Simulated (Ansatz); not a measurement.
**C₄H₁₀Cd: how energies converge with the basis set**

The task here is to estimate one member of a computed series from the others.

Computed with Ansatz 0.2.0, Gaussian basis. Level: one geometry, several basis sets.

The runs, in order: PBE0-D4/def2-SVP; ωB97M-V/def2-SVP; PBE0-D4/def2-QZVPP; ωB97M-V/def2-QZVPP; the functionals' def2-TZVPP values are taken from earlier runs.

## Structure used throughout

All runs share one geometry, relaxed beforehand with PBE0-D4 in a triple-zeta def2 set. Cd takes the def2 core potential; no spin-orbit term is included.

SMILES `C[CH2][Cd][CH2]C`, 15 atoms, charge 0, spin multiplicity 1.

Atoms are counted from 1 here; the program's logs count them from 0.

Bond lengths: C1–C2 1.525 Å, C1–H6 1.094 Å, C1–H7 1.094 Å, C1–H8 1.097 Å, C2–Cd3 2.133 Å, C2–H9 1.095 Å, C2–H10 1.095 Å, Cd3–C4 2.133 Å, C4–C5 1.525 Å, C4–H11 1.095 Å, C4–H12 1.095 Å, C5–H13 1.094 Å, C5–H14 1.094 Å, C5–H15 1.096 Å. Angles: C2–C1–H6 112.0°, C2–C1–H7 112.0°, C2–C1–H8 111.9°, H6–C1–H7 106.9°, H6–C1–H8 106.8°, H7–C1–H8 106.8°, C1–C2–Cd3 115.2°, C1–C2–H9 110.3°, C1–C2–H10 110.3°, Cd3–C2–H9 107.3°, Cd3–C2–H10 107.4°, H9–C2–H10 105.9°, C2–Cd3–C4 179.9°, Cd3–C4–C5 115.2°, Cd3–C4–H11 107.3°, Cd3–C4–H12 107.4°, C5–C4–H11 110.3°, C5–C4–H12 110.3° and more.

Set-up of the first run:

File in.yaml:

```yaml
crystal:
  periodic: [false, false, false]
  atoms:
    - {symbol: C, position_ang: [-0.919491, 1.628532, 2.290941]}
    - {symbol: C, position_ang: [0.415839, 0.985195, 1.930599]}
    - {symbol: Cd, position_ang: [0.359785, -0.350198, 0.268878]}
    - {symbol: C, position_ang: [0.305728, -1.687382, -1.391467]}
    - {symbol: C, position_ang: [0.273693, -1.018315, -2.761922]}
    - {symbol: H, position_ang: [-1.325890, 2.220363, 1.465999]}
    - {symbol: H, position_ang: [-1.677160, 0.883779, 2.550269]}
    - {symbol: H, position_ang: [-0.829538, 2.302645, 3.151054]}
    - {symbol: H, position_ang: [0.810617, 0.425843, 2.784830]}
    - {symbol: H, position_ang: [1.160252, 1.755726, 1.706002]}
    - {symbol: H, position_ang: [1.178141, -2.343595, -1.309582]}
    - {symbol: H, position_ang: [-0.568994, -2.332999, -1.263541]}
    - {symbol: H, position_ang: [-0.604239, -0.378118, -2.885760]}
    - {symbol: H, position_ang: [1.151677, -0.388876, -2.931979]}
    - {symbol: H, position_ang: [0.247779, -1.753398, -3.575121]}
basis:
  gaussian: {orbitals: def2-SVP}
hamiltonian: {xc: pbe0, dispersion: d4}
output: {orbitals: {seedname: orbitals}}
```

The run is started by

```sh
> ansatz run in.yaml --threads 2 --pin off --events-out ev --progress --plain --max-ram 22528MiB --backend cpu
```

Among the steps run: PBE0-D4 in def2-SVP; ωB97M-V in def2-SVP; PBE0-D4 in def2-QZVPP; ωB97M-V in def2-QZVPP.

One of the session's tables, all rows but one given; the rest of the session is left out.

It belongs to the step «Functionals by basis». 

```
functional       basis  HOMO (eV)  LUMO (eV)
   PBE0-D4    def2-SVP      -6.19      -0.10
   PBE0-D4  def2-TZVPP      -6.22      -0.16
   PBE0-D4  def2-QZVPP      -6.23      -0.30
   ωB97M-V    def2-SVP          ?          ?
   ωB97M-V  def2-TZVPP      -8.33       1.12
   ωB97M-V  def2-QZVPP      -8.33       0.72
```

Q: Estimate the row for ωB97M-V, def2-SVP from the others.

The run gave: HOMO (eV): -8.29; LUMO (eV): 1.19. In the column «HOMO (eV)» it lies between ωB97M-V, def2-QZVPP (-8.33) and PBE0-D4, def2-QZVPP (-6.23).
